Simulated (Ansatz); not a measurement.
**SO (sulfur oxide) at UPBE0/def2-TZVPPD**

Aim: the electronic atomisation energy of SO (sulfur oxide) at UPBE0/def2-TZVPPD, from 3 runs. 

Program for the calculation: Ansatz 0.2.0.

36 further runs of the same task are left out: 4 that didn't finish, 32 set aside as unsound or not needed.

### Step 1. The system as given

The species is SO (2 atoms), meant as a triplet with charge 0. SMILES: `O=S`. The bond length is the measured one.

Bond lengths: O1–S2 1.481 Å.

### Step 2. The energy at UPBE0/def2-TZVPPD

molecule.yaml

```yaml
crystal:
  periodic: [false, false, false]
  atoms:
    - {symbol: O, position_ang: [0.000000, 0.000000, 0.000000]}
    - {symbol: S, position_ang: [0.000000, 0.000000, 1.481087]}
basis:
  gaussian:
    orbitals: def2-TZVPPD.json
magnetization:
  spin_polarized: true
  initial_magnetization: 2
output: {orbitals: {seedname: orbitals}}
hamiltonian:
  xc: pbe0
accuracy: high
```

The basis set def2-TZVPPD is read from a file made from the Basis Set Exchange's data (not shown).

The run is started by

```
$ ansatz run molecule.yaml --threads 1 --pin off --max-ram 3480MiB --events-out events.jsonl --progress --plain --runs-dir runs
```

Output:

```text
Warning: RAYON_NUM_THREADS=1 ignored (pool sized by the plan → 1); use --threads N
Functional definition: PBE0
  name "PBE0"
  parameter a = 0.25
  parameter kappa = 0.804
  parameter beta = 0.06672455060314922
  exchange = (1 - a)*pbe_x(kappa = kappa, mu = beta*pi^2/3) + a*exact_x
  correlation = pbe_c(beta = beta)
1205 factors; integrals over basis functions are off by at most 3.4e-9 eV
mean field evaluation 1: about -12872.2972 eV, gradient 3.3e1 eV
mean field evaluation 2: about -12849.4048 eV, gradient 8.1e1 eV
mean field evaluation 4: about -12876.1549 eV, gradient 1.8e0 eV
mean field evaluation 8: about -12876.3001 eV, gradient 2.9e-1 eV
mean field evaluation 16: about -12876.3004 eV, gradient 2.3e-5 eV
mean field -12876.30039729 eV, -473.1953117305 hartree, gradient 4.2e-8 eV, S^2 2.011487; 0 other end points of the search recorded, 0 dependent functions left out
reference -12876.30040123 eV, -473.1953118752 hartree; 13, 11 occupied and 78, 80 virtual orbitals, 1205 factors
Total energy: -12876.30040123 eV, -473.1953118752 hartree
```

Wall time 5.1 s (1 thread of Arm Neoverse V1, shared host); peak memory 0.23 GiB.

### Step 3. The O atom

in.yaml

```yaml
crystal:
  periodic: [false, false, false]
  atoms:
    - {symbol: O, position_ang: [0.000000, 0.000000, 0.000000]}
basis:
  gaussian:
    orbitals: def2-TZVPPD.json
magnetization:
  spin_polarized: true
  initial_magnetization: 2
hamiltonian:
  xc: {name: PBE0}
accuracy: high
```

The basis set def2-TZVPPD is read from a file made from the Basis Set Exchange's data (not shown).

Run the same way, it converges to -75.01925 Eh (log not shown).

### Step 4. The S atom

molecule.yaml

```yaml
basis:
  gaussian:
    orbitals: def2-TZVPPD.json
crystal:
  periodic: [false, false, false]
  atoms:
    - {symbol: S, position_ang: [0.000000, 0.000000, 0.000000]}
magnetization:
  spin_polarized: true
  initial_magnetization: 2
hamiltonian:
  xc: {name: PBE0}
accuracy: high
```

The basis set def2-TZVPPD is read from a file made from the Basis Set Exchange's data (not shown).

Run the same way, it converges to -397.97424 Eh (log not shown).

### Step 5. Outcome

At UPBE0/def2-TZVPPD:

| quantity | value |
| --- | --- |
| molecule: total energy | -473.19531 Eh |
| molecule: HOMO energy (highest over α and β) | -7.67 eV |
| molecule: LUMO energy (lowest over α and β) | -3.27 eV |
| molecule: ⟨S²⟩ | 2.011 |
| O atom: total energy | -75.01925 Eh |
| O atom: ⟨S²⟩ | 2.004 |
| S atom: total energy | -397.97424 Eh |
| S atom: ⟨S²⟩ | 2.005 |
| electronic atomisation energy | 5.492 eV |

Taking the molecule apart into free atoms costs 5.49 eV (530 kJ/mol), before zero-point energy and without spin-orbit coupling.
